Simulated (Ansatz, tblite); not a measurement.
**Bis(4-tert-butylphenyl)iodonium hydroxide (C₂₀H₂₇IO): rung by rung**

An exercise on one series of results from a longer session: the logs are not shown, and one member is left open.

Program: Ansatz 0.2.0, Gaussian basis. Level of theory: as each input shows. These are calculated values, not measurements.

Levels to be run: GFN1-xTB, GFN2-xTB, PBE-D4/def2-TZVP, r2SCAN-D4/def2-TZVP, BHLYP-D4/def2-TZVP, ωB97X-V/def2-TZVP, HF/def2-TZVP, PBE-D4/def2-SVP, PBE0-D4/def2-SVP, MP2/def2-SVP, RPA/def2-SVP.

## The structure

The singlet was relaxed beforehand with PBE-D4/def2-SVP.

SMILES `CC(C)(C)c1ccc([I+]c2ccc(C(C)(C)C)cc2)cc1.[OH-]`, 49 atoms, charge 0, spin multiplicity 1.

Bond lengths: C1–C2 1.546 Å, C1–H22 1.109 Å, C1–H23 1.108 Å, C1–H24 1.110 Å, C2–C3 1.539 Å, C2–C4 1.546 Å, C2–C5 1.539 Å, C3–H25 1.109 Å, C3–H26 1.109 Å, C3–H27 1.109 Å, C4–H28 1.108 Å, C4–H29 1.110 Å, C4–H30 1.109 Å, C5–C6 1.414 Å, C5–C21 1.409 Å, C6–C7 1.403 Å, C6–H31 1.102 Å, C7–C8 1.399 Å and more. Angles: C2–C1–H22 110.9°, C2–C1–H23 111.8°, C2–C1–H24 110.5°, H22–C1–H23 107.7°, H22–C1–H24 108.1°, H23–C1–H24 107.7°, C1–C2–C3 108.3°, C1–C2–C4 109.5°, C1–C2–C5 109.2°, C3–C2–C4 108.4°, C3–C2–C5 112.2°, C4–C2–C5 109.2°, C2–C3–H25 109.8°, C2–C3–H26 111.9°, C2–C3–H27 111.9°, H25–C3–H26 107.4°, H25–C3–H27 107.5°, H26–C3–H27 108.2° and more.

I takes a core potential in the def2 sets. No spin-orbit coupling is included.

PBE0-D4/def2-TZVP was run before; its log isn't repeated, and its numbers join the tables.

Set-up of the first run:

Tight binding, by tblite at 300 K electronic temperature and without a spin-polarisation term:

```python
tblite.interface.Calculator('GFN1-xTB', numbers, positions, charge=0, uhf=0).singlepoint()
```

Tight binding, by tblite at 300 K electronic temperature and without a spin-polarisation term:

```python
tblite.interface.Calculator('GFN2-xTB', numbers, positions, charge=0, uhf=0).singlepoint()
```

start.molden holds the orbitals of an earlier run on this state, given as this run's starting guess.

in.yaml

```yaml
crystal:
  periodic: [false, false, false]
  atoms:
    - {symbol: C, position_ang: [6.984234, 0.951301, -1.398549]}
    - {symbol: C, position_ang: [6.586097, 0.114411, -0.161243]}
    - {symbol: C, position_ang: [7.244097, 0.742172, 1.079920]}
    - {symbol: C, position_ang: [7.120495, -1.327624, -0.318820]}
    - {symbol: C, position_ang: [5.051557, 0.074861, -0.049473]}
    - {symbol: C, position_ang: [4.283187, -0.466929, -1.104987]}
    - {symbol: C, position_ang: [2.882328, -0.522887, -1.054551]}
    - {symbol: C, position_ang: [2.226006, -0.027983, 0.077956]}
    - {symbol: I, position_ang: [0.017563, -0.063161, 0.499309]}
    - {symbol: C, position_ang: [-2.211258, -0.099606, 0.198604]}
    - {symbol: C, position_ang: [-2.908195, -0.678104, -0.864363]}
    - {symbol: C, position_ang: [-4.315138, -0.673459, -0.846320]}
    - {symbol: C, position_ang: [-5.042310, -0.097584, 0.215111]}
    - {symbol: C, position_ang: [-6.580720, -0.066969, 0.254266]}
    - {symbol: C, position_ang: [-7.074520, -0.780011, 1.533842]}
    - {symbol: C, position_ang: [-7.207576, -0.769037, -0.962827]}
    - {symbol: C, position_ang: [-7.055497, 1.404453, 0.266665]}
    - {symbol: C, position_ang: [-4.303896, 0.478286, 1.273078]}
    - {symbol: C, position_ang: [-2.901347, 0.480612, 1.269050]}
    - {symbol: C, position_ang: [2.952534, 0.514145, 1.139504]}
    - {symbol: C, position_ang: [4.357060, 0.563287, 1.074661]}
    - {symbol: H, position_ang: [6.611412, 1.991971, -1.309855]}
    - {symbol: H, position_ang: [6.572307, 0.524865, -2.334815]}
    - {symbol: H, position_ang: [8.088736, 0.988514, -1.502893]}
    - {symbol: H, position_ang: [8.346128, 0.749844, 0.957484]}
    - {symbol: H, position_ang: [7.016052, 0.170749, 2.002514]}
    - {symbol: H, position_ang: [6.919301, 1.791207, 1.234127]}
    - {symbol: H, position_ang: [6.711366, -1.822469, -1.222034]}
    - {symbol: H, position_ang: [8.226893, -1.323757, -0.408698]}
    - {symbol: H, position_ang: [6.848290, -1.949442, 0.558135]}
    - {symbol: H, position_ang: [4.788703, -0.862031, -2.000528]}
    - {symbol: H, position_ang: [2.292847, -0.941307, -1.880984]}
    - {symbol: H, position_ang: [-2.348671, -1.126267, -1.696441]}
    - {symbol: H, position_ang: [-4.845187, -1.136899, -1.690371]}
    - {symbol: H, position_ang: [-6.692614, -0.292604, 2.452983]}
    - {symbol: H, position_ang: [-8.183342, -0.764956, 1.582350]}
    - {symbol: H, position_ang: [-6.743397, -1.838237, 1.551261]}
    - {symbol: H, position_ang: [-6.919099, -0.281557, -1.916048]}
    - {symbol: H, position_ang: [-6.915385, -1.837236, -1.019231]}
    - {symbol: H, position_ang: [-8.313373, -0.728925, -0.890735]}
    - {symbol: H, position_ang: [-8.163858, 1.455266, 0.302281]}
    - {symbol: H, position_ang: [-6.664765, 1.955672, 1.145285]}
    - {symbol: H, position_ang: [-6.715276, 1.938163, -0.643995]}
    - {symbol: H, position_ang: [-4.829724, 0.943984, 2.121551]}
    - {symbol: H, position_ang: [-2.355886, 0.943511, 2.111686]}
    - {symbol: H, position_ang: [2.438984, 0.910796, 2.034483]}
    - {symbol: H, position_ang: [4.905317, 0.998553, 1.921665]}
    - {symbol: O, position_ang: [-0.033175, -0.547240, -1.587850]}
    - {symbol: H, position_ang: [-0.147273, 0.339668, -1.992152]}
basis:
  gaussian: {orbitals: def2-TZVP, fitting: {mean_field: def2-universal-jkfit}, initial_orbitals: start.molden}
hamiltonian: {xc: pbe, dispersion: d4}
scf: {omitted_lower_state_checks: [starts]}
output: {forces: true, orbitals: {seedname: orbitals}}
```

Run with:

```console
$ ansatz run in.yaml --threads 2 --pin off --events-out ev --progress --plain --max-ram 32768MiB --backend cuda --devices 0, --max-vram 18GiB
```

Among the steps run: PBE-D4/def2-TZVP; r2SCAN-D4/def2-TZVP; BHLYP-D4/def2-TZVP; ωB97X-V/def2-TZVP; HF/def2-TZVP; PBE-D4/def2-SVP; PBE0-D4/def2-SVP; MP2/def2-SVP; RPA/def2-SVP.

One of the session's tables, all rows but one given; the rest of the session is left out.

It belongs to the step «Binding energy». 

```
              level  binding an atom (eV)
        HF/def2-SVP                 3.341
       HF/def2-TZVP                 3.266
    PBE-D4/def2-SVP                 4.688
   PBE-D4/def2-TZVP                 4.635
r2SCAN-D4/def2-TZVP                 4.513
   PBE0-D4/def2-SVP                     ?
  PBE0-D4/def2-TZVP                 4.545
 BHLYP-D4/def2-TZVP                 4.344
  ωB97X-V/def2-TZVP                 4.479
       MP2/def2-SVP                 4.399
```

Q: Estimate the row for PBE0-D4/def2-SVP from the others.

The run gave: binding an atom (eV): 4.602. In the column «binding an atom (eV)» it lies between PBE0-D4/def2-TZVP (4.545) and PBE-D4/def2-TZVP (4.635).

Caveats from the session: Free atoms were run apart at each level; binding is atoms less cluster, divided by the number of atoms, without zero-point or spin-orbit terms.
